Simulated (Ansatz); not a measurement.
# ClH5OSn: the cost of one run

Method: RHF/def2-SVP, in Ansatz 0.2.0.

### 1 Starting point

Bond lengths: Sn1–Cl3 2.410 Å, Sn1–H4 1.739 Å, Sn1–H5 1.739 Å, Sn1–O6 2.260 Å, O6–H7 1.010 Å. Angles: Cl3–Sn1–H4 109.5°, Cl3–Sn1–H5 109.5°, Cl3–Sn1–O6 67.1°, H4–Sn1–H5 109.5°, H4–Sn1–O6 72.9°, H5–Sn1–O6 176.5°, Sn1–O6–H7 109.5°.

Coordinates:

```xyz
8

Sn    0.0000    0.0000    0.0000
H     0.0000    0.0000    2.0900
Cl    2.2726    0.0000   -0.8025
H    -0.8195    1.4198   -0.5794
H    -0.8195   -1.4198   -0.5794
O     1.1853    1.7874    0.7126
H     1.9622    1.4737    1.2766
H     0.5880    0.8867    1.9402
```

### 2 Pulling towards end A

Springs on the bonds that form and break draw the guess towards this end; the thresholds are loose.

input.yaml reads:

```yaml
crystal:
  periodic: [false, false, false]
  atoms:
    - { symbol: Sn, position_ang: [0.0, 0.0, 0.0] }
    - { symbol: H, position_ang: [0.0, 0.0, 2.09] }
    - { symbol: Cl, position_ang: [2.2726, 0.0, -0.8025] }
    - { symbol: H, position_ang: [-0.8195, 1.4198, -0.5794] }
    - { symbol: H, position_ang: [-0.8195, -1.4198, -0.5794] }
    - { symbol: O, position_ang: [1.1853, 1.7874, 0.7126] }
    - { symbol: H, position_ang: [1.9622, 1.4737, 1.2766] }
    - { symbol: H, position_ang: [0.588, 0.8867, 1.9402] }
basis:
  gaussian: { orbitals: def2-SVP }
hamiltonian:
  xc: hf
relax:
  f_tol: 0.15
  max_steps: 25
  restrain:
    - { distance: [0, 5], at: 3.16, k: 30.0 }
    - { distance: [7, 1], at: 1.86, k: 30.0 }
    - { distance: [0, 1], at: 1.74, k: 30.0 }
    - { distance: [7, 5], at: 1.01, k: 30.0 }
output:
  orbitals: {}
```

Launch:

```
$ ansatz run input.yaml --threads 1 --pin off --max-ram 2048MiB --backend cpu --events-out ev --progress --plain --runs-dir out
```

**Question.** How long does this run take on 1 thread of Intel Xeon Platinum 8259CL at 2.50GHz (Skylake/Cascade Lake), shared host, and how much memory does it need?

About 32 s, with a peak of 0.18 GiB.
